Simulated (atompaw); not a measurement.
**A PAW (atompaw) potential for Br, from input to tests**

Do these settings give a usable potential? It is generated, then checked for scattering, ghosts and hardness.

Method: atompaw 4.2.0.5, LDA (PW92), scalar-relativistic.

## Step 1: Settings

The settings as typed:

- element: bromine (Br, Z = 35)
- type: PAW
- frozen core: [Ne]
- valence charge: 25
- reference configuration: 3s2 3p6 3d10 4s2 4p5
- partial waves: 3s (bound): rc 0.90 bohr; 4s (bound): rc 0.85 bohr; 3p (bound): rc 0.75 bohr; 4p (bound): rc 1.15 bohr; 3d (bound): rc 1.15 bohr; 3d channel at -3.7 Ry: rc 1.15 bohr
- local potential: troulliermartins scheme with l = 3 at 0 Ry, radius 0.80 bohr
- core correction: smooth core density matched at 0.60 bohr
- augmentation charge: sinc compensation charge, radius 1.00 bohr; PAW radius 1.15 bohr; waves and projectors: custom rrkj vanderbiltortho

An earlier all-electron run gives the scale for the radii.

All-electron outer shells of the reference configuration (LDA (PW92), scalar-relativistic, ld1.x):

```
shell  level (eV)  outermost node (bohr)  outermost maximum (bohr)
   2s    -1730.54                   0.06                      0.16
   2p    -1527.85                      –                      0.13
   3s     -237.19                   0.23                      0.48
   3p     -173.21                   0.21                      0.48
   3d      -67.00                      –                      0.43
   4s      -20.32                   0.67                      1.41
   4p       -8.00                   0.70                      1.66
```

## Step 2: Generating the potential

Contents of Br.input:

```
Br 35
LDA-PW scalarrelativistic loggrid 1500 logderivrange -19 5 601
4 4 3 0 0 0
4 1 5
0 0 0
c
c
v
v
c
v
v
v
2
1.15 1.00 0.80 0.60
n
n
y
-3.7
n
custom rrkj vanderbiltortho sinc
3 0 troulliermartins
0.90
0.85
0.75
1.15
1.15
1.15
PWSCFOUT
UPFDX 0.0125d0 UPFXMIN -7.d0 UPFZMESH 35.d0
END
```

Started as:

```console
$ atompaw < Br.input > Br.log
```

**Question.** What will these runs give? Wanted: cutoffs for 10 and 1 mRy, occupied levels; bound ghosts; largest phase difference near zero energy, channels read; lowest eigenvalue of the overlap; share of valence orbitals outside the PAW sphere; UPF file.

**Answer**, as computed:

| quantity | value |
| --- | --- |
| cutoffs for 10 and 1 mRy, occupied levels | 200 Ry and 300 Ry |
| bound ghosts | none found |
| largest phase difference near zero energy, channels read | 0.018 rad |
| lowest eigenvalue of the overlap (Bessel basis) | 0.077 (s) |
| share of valence orbitals outside the PAW sphere | 3s 1 %, 4s 82 %, 3p 2 %, 4p 91 %, 3d 5 % |
| UPF file | written |

The potential is very hard: the looser tolerance needs 200 Ry. The slowest occupied level is 3p: taken alone it needs 230 Ry to come within 1 mRy, against 140 Ry for 4s. No bound ghost shows below the valence levels. Near zero energy the phases of the channels with partial waves agree within 0.018 rad.
